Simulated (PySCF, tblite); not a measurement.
**C₄H₂F₄NO radical: geometry, infrared bands and EPR parameters**

What infrared bands and EPR parameters should C₄H₂F₄NO radical (`N#C[C@@H](F)[CH]OC(F)(F)F`) show?

Programs: tblite 0.8.0 and PySCF 2.14.0, with density-fitted response routines of our own. Each step states its level of theory. These are calculated values for one molecule in the gas phase, unless marked as measured. Atoms count from 0, in the outputs and in this text.

## (1) Starting geometry

12 atoms, charge 0, multiplicity 2; geometry from: force field or distance geometry start.

Bonds of the start (Å): N0–C1 1.14, C1–C2 1.50, C2–F3 1.39, C2–C4 1.50, C4–O5 1.37, O5–C6 1.41, C6–F7 1.38, C6–F8 1.36, C6–F9 1.40, C2–H10 1.09, C4–H11 1.12.

## (2) Relaxing the molecule with GFN2-xTB

The job: settings as JSON, then the geometry in Å.

```
{"job": {"kind": "relax", "xc": "GFN2-xTB", "basis": "xTB"}, "charge": 0, "multiplicity": 2}
N     -2.924200     1.609400    -0.463300
C     -2.295200     0.681000    -0.235900
C     -1.479400    -0.537400     0.077200
F     -1.962400    -1.506800    -0.787400
C     -0.049000    -0.281600    -0.293600
O      0.829200    -0.463200     0.736100
C      2.089000    -0.030600     0.263900
F      2.480800    -0.769500    -0.827800
F      3.042700     0.082000     1.233700
F      1.861600     1.253600    -0.234300
H     -1.623300    -0.827800     1.115600
H      0.031400     0.790300    -0.610200
```

Command:

```bash
OMP_NUM_THREADS=1 python probes_run.py task.json out
```

The driver reads the jobs from task.json and runs them one after another.

Output:

```text
step      E/eV     max force
  0    -961.98820    3.105
  1    -962.40835    1.697
  2    -962.60503    1.067
  3    -962.67219    0.761
  4    -962.73628    2.621
  5    -962.74644    3.071
  6    -962.80389    0.667
  7    -962.83523    0.537
  8    -962.88904    1.200
  9    -962.90511    0.686
 10    -962.91798    0.290
 11    -962.92897    0.643
 12    -962.94209    0.782
 13    -962.95077    0.474
 14    -962.95710    0.213
 15    -962.96333    0.392
 16    -962.97008    0.552
 17    -962.97736    0.469
 18    -962.98551    0.254
 19    -962.99437    0.315
 20    -963.00424    0.447
 21    -963.01165    0.332
 22    -963.01610    0.510
 23    -963.02112    0.214
 24    -963.02684    0.199
 25    -963.03041    0.188
 26    -963.03201    0.196
 27    -963.03267    0.050
 28    -963.03302    0.060
 29    -963.03330    0.077
 30    -963.03357    0.070
 31    -963.03381    0.058
 32    -963.03410    0.068
 33    -963.03449    0.068
 34    -963.03495    0.099
 35    -963.03542    0.091
 36    -963.03591    0.069
 37    -963.03649    0.072
 38    -963.03711    0.107
 39    -963.03760    0.129
 40    -963.03787    0.089
 41    -963.03804    0.038
 42    -963.03820    0.043
 43    -963.03840    0.071
 44    -963.03861    0.091
 45    -963.03882    0.072
 46    -963.03903    0.056
 47    -963.03924    0.066
 48    -963.03944    0.062
 49    -963.03960    0.051
 50    -963.03971    0.024
 51    -963.03981    0.049
 52    -963.03995    0.069
 53    -963.04015    0.088
 54    -963.04046    0.088
 55    -963.04097    0.073
 56    -963.04176    0.099
 57    -963.04279    0.120
 58    -963.04380    0.107
 59    -963.04447    0.060
 60    -963.04486    0.060
 61    -963.04502    0.169
 62    -963.04538    0.069
 63    -963.04571    0.049
 64    -963.04678    0.077
 65    -963.04711    0.074
 66    -963.04782    0.066
 67    -963.04844    0.050
 68    -963.04886    0.108
 69    -963.04910    0.056
 70    -963.04930    0.045
 71    -963.04962    0.046
 72    -963.04983    0.044
 73    -963.05028    0.063
 74    -963.05073    0.062
 75    -963.05125    0.061
 76    -963.05162    0.053
 77    -963.05184    0.043
 78    -963.05196    0.035
 79    -963.05207    0.029
 80    -963.05221    0.045
 81    -963.05243    0.084
 82    -963.05258    0.042
 83    -963.05265    0.038
 84    -963.05267    0.016
 85    -963.05268    0.014
 86    -963.05270    0.007
```

It took 0.39 s on 1 thread of Arm Neoverse V2, shared host.

Step by step: (not every step is listed)

```
step  energy from step 0 (eV)  largest force (eV/Å)
   0                   0.0000                3.1048
   1                  -0.4202                1.6973
   2                  -0.6168                1.0670
   3                  -0.6840                0.7606
   4                  -0.7481                2.6211
   5                  -0.7582                3.0711
   6                  -0.8157                0.6675
   7                  -0.8470                0.5370
   8                  -0.9008                1.2001
  15                  -0.9751                0.3921
  22                  -1.0279                0.5095
  29                  -1.0451                0.0772
  36                  -1.0477                0.0695
  43                  -1.0502                0.0711
  50                  -1.0515                0.0243
  57                  -1.0546                0.1201
  64                  -1.0586                0.0771
  71                  -1.0614                0.0463
  78                  -1.0638                0.0347
  81                  -1.0642                0.0835
  82                  -1.0644                0.0425
  83                  -1.0644                0.0379
  84                  -1.0645                0.0158
  85                  -1.0645                0.0136
  86                  -1.0645                0.0073
```

Distances of close pairs at the start and the end, largest changes first:

```
  bond  before (Å)  after (Å)  change (Å)
 O5–C6       1.413      1.334      -0.079
 C6–F9       1.396      1.339      -0.057
C4–H11       1.121      1.075      -0.045
 C6–F8       1.365      1.320      -0.045
 C6–F7       1.375      1.337      -0.038
 C1–C2       1.499      1.464      -0.036
 C2–C4       1.500      1.478      -0.022
 C4–O5       1.365      1.381      +0.016
```

The next job starts from the end point, and lists it.

## (3) Infrared spectrum with GFN2-xTB

The job: settings as JSON, then the geometry in Å.

```
{"job": {"kind": "ir", "xc": "GFN2-xTB", "basis": "xTB"}, "charge": 0, "multiplicity": 2}
N     -2.697621     1.774685    -0.046006
C     -2.215175     0.740718    -0.014864
C     -1.533634    -0.554032     0.022845
F     -2.173785    -1.435186    -0.825971
C     -0.130615    -0.340308    -0.389050
O      0.807398    -0.330010     0.625028
C      2.012721     0.151849     0.316885
F      2.594699    -0.500512    -0.695270
F      2.801682     0.052336     1.370600
F      1.975631     1.439304    -0.049215
H     -1.588028    -0.970344     1.039049
H      0.147926    -0.029183    -1.380060
```

Output:

```text
mode    cm-1     km/mol
  1      22.3      1.04
  2      28.1      1.48
  3      86.5      2.43
  4     120.6      4.92
  5     168.0      1.17
  6     225.4     10.28
  7     277.3     22.25
  8     315.3      4.13
  9     374.8     21.46
 10     390.1      0.48
 11     424.5     13.79
 12     498.4      6.85
 13     548.6     19.52
 14     552.2     16.77
 15     595.0     24.31
 16     610.9     17.51
 17     860.5     33.08
 18     920.9      4.30
 19     986.1     81.68
 20    1039.0    441.66
 21    1083.2     20.84
 22    1117.4    260.45
 23    1154.6    144.56
 24    1167.6    111.06
 25    1205.5    552.53
 26    1207.6     72.42
 27    1321.5    136.77
 28    2391.1    164.86
 29    2897.2      3.23
 30    3127.8      4.89
```

It took 0.27 s on 1 thread of Arm Neoverse V2, shared host.

The strongest bands and the atoms that carry them (share of the mass-weighted mode):

```
cm⁻¹  km/mol                                 atoms
 986    81.7                      C2 56 %, F3 27 %
1039   441.7             C6 75 %, F9 12 %, F7 12 %
1117   260.4                     C6 45 %, H10 23 %
1155   144.6   C6 40 %, H10 27 %, F8 12 %, C4 10 %
1168   111.1  H11 33 %, H10 18 %, O5 17 %, C6 16 %
1206   552.5            C6 33 %, O5 30 %, H11 21 %
1322   136.8   C4 48 %, H11 19 %, C2 11 %, O5 11 %
2391   164.9                      C1 59 %, N0 41 %
```

## (4) EPR parameters: B3LYP/pcH-1

The job, as its differences from that of step 3:

```diff
@@ -1,2 +1,2 @@
-{"job": {"kind": "ir", "xc": "GFN2-xTB", "basis": "xTB"}, "charge": 0, "multiplicity": 2}
+{"job": {"kind": "epr", "basis": "pcH-1"}, "charge": 0, "multiplicity": 2}
 N     -2.697621     1.774685    -0.046006
```

With the program's defaults for keys left out, this is: UKS B3LYP, pcH-1 on C F H N O, non-relativistic, mean-field spin-orbit, GIAO.

Output:

```text
UKS, coarse grid
  cycle   1  E = -682.64366526  |g| = 8.88e-01
  cycle   2  E = -682.08049335  |g| = 1.57e+00
  cycle   3  E = -682.88450369  |g| = 2.71e-01
  cycle   4  E = -682.91067607  |g| = 9.62e-02
  cycle   5  E = -682.91440630  |g| = 2.07e-02
  cycle   6  E = -682.91455265  |g| = 6.82e-03
  cycle   7  E = -682.91456912  |g| = 2.57e-03
  cycle   8  E = -682.91457281  |g| = 7.39e-04
UKS, final grid
  cycle   1  E = -682.91454454  |g| = 8.95e-04
  cycle   2  E = -682.91454393  |g| = 1.58e-03
  cycle   3  E = -682.91454482  |g| = 3.43e-04
  cycle   4  E = -682.91454487  |g| = 9.27e-05
  cycle   5  E = -682.91454487  |g| = 4.91e-05
  cycle   6  E = -682.91454487  |g| = 1.44e-05
E = -682.91454487 Eh   <S^2> = 0.7540 (exact 0.7500)
g shifts (ppm)      1          2          3
  rmc          -204       -204       -204
  gc             11         52         48
  oz_so          41        793       1505
  total        -152        641       1349
hyperfine (MHz)  atom isotope    a_iso     a_fc   dipolar eigenvalues
    0   14N       1.61       1.61     -2.93     -2.47      5.40
    1   13C      59.46      59.46     -5.56     -1.96      7.52
    2   13C     -33.02     -33.02     -1.88     -1.52      3.41
    3   19F     150.97     150.97    -56.36    -47.63    104.00
    4   13C     109.24     109.24    -83.41    -81.46    164.87
    5   17O     -16.11     -16.11    -49.32     23.45     25.86
    6   13C      -2.85      -2.85     -2.18     -0.17      2.35
    7   19F       4.51       4.51    -11.16     -5.85     17.02
    8   19F      -3.42      -3.42     -6.28     -1.64      7.92
    9   19F       1.25       1.25    -15.43    -10.88     26.31
   10    1H      15.31      15.31     -6.03     -4.28     10.31
   11    1H     -63.21     -63.21    -37.58     -1.90     39.48
```

Wall time 66 s (1 thread of Arm Neoverse V2, shared host); peak memory 1 GiB.

Principal g values 2.00217, 2.00296, 2.00367; g(iso) = 2.00293, against 2.00232 for a free electron.

Mean a(iso) over the nuclei that a row names, and the largest dipolar term of the row (other rows stand at the frozen geometry):

```
    nuclei  isotope  a(iso) (MHz)  a(iso) (G, at g = 2.0023)  largest dipolar term (MHz)
        F3      19F         151.0                       53.9                       104.0
        C4      13C         109.2                       39.0                       164.9
       H11       1H         -63.2                      -22.6                        39.5
        C1      13C          59.5                       21.2                         7.5
        C2      13C         -33.0                      -11.8                         3.4
        O5      17O         -16.1                       -5.7                       -49.3
       H10       1H          15.3                        5.5                        10.3
        C6      13C          -2.9                       -1.0                         2.3
        N0      14N           1.6                        0.6                         5.4
F7, F8, F9      19F           0.8                        0.3                        26.3
```

Mulliken spin populations:

```
atom  value (e)
  N0       0.05
  C1       0.00
  C2      -0.04
  F3       0.02
  C4       0.93
  O5       0.07
  C6       0.00
  F7       0.00
  F8       0.00
  F9       0.00
 H10       0.00
 H11      -0.04
```

In first order the couplings over 0.8 MHz of 19F, 1H, 14N give 24 distinct lines over 83.0 G, if the averaged nuclei exchange fast; the same motion can average rows kept apart here too.

Orbitals, density, ELF and potential are computed afterwards from the orbital file.

ELF in a plane through or near 4 of the atoms.

Ten even steps from '0' (0.00) to '9' (0.96):
```
0000000000000000000000000000
0000000000000000000000000000
0000000000000000000000000000
0000000000000000000000000000
0000000000000110013431000000
0000000000000220037874100000
0000002310001452038887300000
0000013420023676347787300000
0000002443367528823521000000
0000001432768427926720000000
0000001333545667579975310000
0000000377311353161337520000
0000002777720000267688631000
0000004898850000268726762000
0000003677630000147749972000
0000000122100000147999962000
0000000000000000026899840000
0000000000000000001244200000
0000000000000000000000000000
0000000000000000000000000000
```
The map spans 11.0 Å across and 8.9 Å up, centred on the molecule. Atoms in the plane (x, y in Å): N0 (2.6, -1.8), C1 (2.2, -0.8), C2 (1.5, 0.5), C6 (-2.0, -0.1).

On the surface of density 0.002 e/bohr³ the electrostatic potential runs, from the 1st to the 99th percentile, from -1.38 V near N0 to 1.87 V near H11.

The spin density lies nearest to C4 63 %; O5 12 %; H11 9 %.

## (5) What came out

| quantity | value |
| --- | --- |
| strongest single infrared mode (GFN2-xTB) | 1206 cm⁻¹, 553 km/mol |
| zero-point energy (GFN2-xTB) | 36.8 kcal/mol |
| g(iso) (B3LYP) | 2.00293 |
| ⟨S²⟩ | 0.754 (exact 0.75) |
| largest a(iso) (averaged by class) | 19F on F3, 151.0 MHz |
| potential on the surface of density 0.002 e/bohr³, 1st and 99th percentile | -1.38 V and 1.87 V |

**Reading.** The optimisation took 86 steps and gained 1.064 eV; among the close pairs (by a distance rule), O5–C6 changed most, from 1.413 to 1.334 Å. No mode is imaginary among the 30: a minimum at this level. Unscaled tight-binding wavenumbers are off by several per cent, some by more. Its intensities can rank the bands wrongly. C4 carries the largest spin population, 0.93 e. The isotropic g lies 0.6 ppt above the free-electron value. These values are for one conformer; the search (at its own cheap level) found 2 more, at 0.83, 0.83 kcal/mol, and measured spectra average over such forms.
